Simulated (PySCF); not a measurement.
# A gas-phase reaction: H2MoO3 + Cl2 → ClHMoO3 + ClH

Wanted: the reaction energy for `[O]=[MoH](=[O])[OH]` + `ClCl` → `[O]=[Mo](=[O])([OH])[Cl]` + `Cl`.

Computed with PySCF 2.14.0; each step states its level. No surroundings beyond the atoms listed, unless a continuum is named. Atoms count from 0, parts from 1.

### Step 1. The system as given

Each species was relaxed by itself at PBE0-D3(BJ)/def2-SVPD.

### Step 2. Energies of the species: wB97M-D3(BJ)/def2-TZVPD

What the job is given:

```
{"job": {"kind": "react", "xc": "wB97M-D3(BJ)", "basis": "def2-TZVPD"}, "charge": 0, "multiplicity": 1}
-1 H2MoO3 charge 0 multiplicity 1
O      1.090190    -1.495690    -0.217180
Mo     0.415950     0.022860    -0.032680
O      0.821080     0.934940    -1.373340
O     -1.392410     0.017900     0.377400
H      1.314160     0.725890     1.237590
H     -2.248990    -0.205900     0.008240

-1 Cl2 charge 0 multiplicity 1
Cl     1.014620     0.007950    -0.008620
Cl    -1.014680    -0.005690     0.010780

+1 ClHMoO3 charge 0 multiplicity 1
O     -0.935800     1.225070    -1.005890
Mo     0.113870     0.389860    -0.013670
O     -0.102540     1.018970     1.515740
O     -0.285550    -1.420520    -0.029000
Cl     2.253480     0.741590    -0.688820
H     -1.043470    -1.955010     0.221670

+1 ClH charge 0 multiplicity 1
Cl     0.644650     0.006200    -0.007900
H     -0.643420    -0.005030     0.008090
```

With the program's defaults for keys left out, this is: wB97M-D3(BJ)/def2-TZVPD reaction energy of separated species, gas phase.

Command:

```
> OMP_NUM_THREADS=1 python cluster_run.py task.json out
```

The driver reads the jobs from task.json and runs them one after another.

**Question.** The jobs that follow are: PBE0-D3(BJ)/def2-TZVPD reaction energy of separated species, gas phase. Predict: reaction energy (wB97M-D3(BJ)/def2-TZVPD); ΔH, ΔG at 298 K (xTB thermal terms). Thermal terms come from harmonic xTB runs on each species.

**Answer**, as computed:

| quantity | value |
| --- | --- |
| reaction energy (wB97M-D3(BJ)/def2-TZVPD) | -70.21 kcal/mol |
| ΔH, ΔG at 298 K (xTB thermal terms) | -70.5, -70.5 kcal/mol |
| range of the reaction energy over the runs of this table | -72.66 to -70.21 kcal/mol |

In words: The reaction is exothermic by 70.5 kcal/mol in the gas phase; dispersion gives -0.42, and xTB itself gave -11.82 for the electronic energy (xTB energies and thermal terms come from the earlier relaxation of each species, not shown). No barrier was sought. xTB and this level differ widely in the electronic energy, so what comes from xTB (the thermal terms above all) is less safe here. The reaction energy runs from -72.66 (PBE0-D3(BJ)/def2-TZVPD) to -70.21 kcal/mol (wB97M-D3(BJ)/def2-TZVPD).
